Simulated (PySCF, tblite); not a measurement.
# C₅H₁₃FSSi: geometry, infrared bands and NMR shifts

Wanted: the infrared bands and NMR shifts of C₅H₁₃FSSi (`C[Si@H](F)C(C)(C)CS`), by calculation.

Programs: tblite 0.8.0 and PySCF 2.14.0, with density-fitted response routines of our own. Each step states its level of theory. These are calculated values for one molecule in the gas phase, unless marked as measured. Atoms count from 0, in the outputs and in this text.

## (1) The starting structure

21 atoms, charge 0, multiplicity 1; geometry from: force field or distance geometry start.

Bonds of the start (Å): C0–Si1 1.85, Si1–F2 1.60, Si1–C3 2.03, C3–C4 1.55, C3–C5 1.54, C3–C6 1.56, C6–S7 1.82, C0–H8 1.09, C0–H9 1.09, C0–H10 1.08, Si1–H11 1.50, C4–H12 1.09, C4–H13 1.09, C4–H14 1.09, C5–H15 1.10, C5–H16 1.09, C5–H17 1.10, C6–H18 1.09, C6–H19 1.11, S7–H20 1.34.

## (2) Geometry optimisation with GFN2-xTB

Job settings and geometry (Å):

```
{"job": {"kind": "relax", "xc": "GFN2-xTB", "basis": "xTB"}, "charge": 0, "multiplicity": 1}
C      2.740200    -0.160900    -0.151600
Si     1.198600    -1.108100     0.244000
F      1.007400    -2.280600    -0.829000
C     -0.453600     0.068200     0.086600
C     -0.329200     1.216700     1.120100
C     -0.520200     0.631700    -1.342500
C     -1.669700    -0.854400     0.404500
S     -3.293500    -0.034500     0.370300
H      2.877100     0.676900     0.539500
H      2.689200     0.245500    -1.162000
H      3.616200    -0.796300    -0.084100
H      1.231500    -1.692400     1.622700
H      0.578000     1.805500     0.954400
H     -1.166600     1.912900     1.034500
H     -0.298000     0.852500     2.144400
H      0.389000     1.196900    -1.575600
H     -1.356700     1.323900    -1.459800
H     -0.624000    -0.171100    -2.083700
H     -1.715500    -1.690500    -0.293900
H     -1.562600    -1.290500     1.416000
H     -3.346500     0.165600    -0.955100
```

On the command line:

```
OMP_NUM_THREADS=1 python probes_run.py task.json out
```

The driver reads the jobs from task.json and runs them one after another.

**Question.** This job is followed by: GFN2-xTB harmonic vibrations, gas phase; GIAO PBE0/pcSseg-1 NMR shielding, non-relativistic, gas phase. What will the session give for the following? strongest single infrared mode (GFN2-xTB); zero-point energy (GFN2-xTB); ¹³C shifts against TMS (PBE0/pcSseg-1); ¹H shifts against TMS (PBE0/pcSseg-1, means over atoms taken as alike); ²⁹Si shifts against TMS (PBE0/pcSseg-1); ¹⁹F shifts against CFCl3 (PBE0/pcSseg-1); ³³S shifts against CS2 (PBE0/pcSseg-1).

**Answer**, as computed:

```
                                                              quantity                                         value
                             strongest single infrared mode (GFN2-xTB)                         2303 cm⁻¹, 268 km/mol
                                          zero-point energy (GFN2-xTB)                                104.9 kcal/mol
                                ¹³C shifts against TMS (PBE0/pcSseg-1)              40.7, 26.5, 19.9, 19.0, -3.9 ppm
¹H shifts against TMS (PBE0/pcSseg-1, means over atoms taken as alike)  4.96, 3.19, 2.28, 1.29, 0.96, 0.93, 0.30 ppm
                               ²⁹Si shifts against TMS (PBE0/pcSseg-1)                                      28.8 ppm
                              ¹⁹F shifts against CFCl3 (PBE0/pcSseg-1)                                    -212.2 ppm
                                ³³S shifts against CS2 (PBE0/pcSseg-1)                                      -165 ppm
```

In words: Over 56 steps the energy fell by 0.210 eV; of the close pairs, Si1–C3 changed most, 2.034 to 1.922 Å. All 57 modes are real, so the xTB geometry is a minimum. The strongest single mode, at 2303 cm⁻¹, moves mainly H11. GFN2-xTB is a fitted tight-binding method: band positions and strengths are rough. Its intensities can rank the bands wrongly. At PBE0/pcSseg-1: The largest span, 297 ppm, is at S7, where the paramagnetic term is -386 ppm.
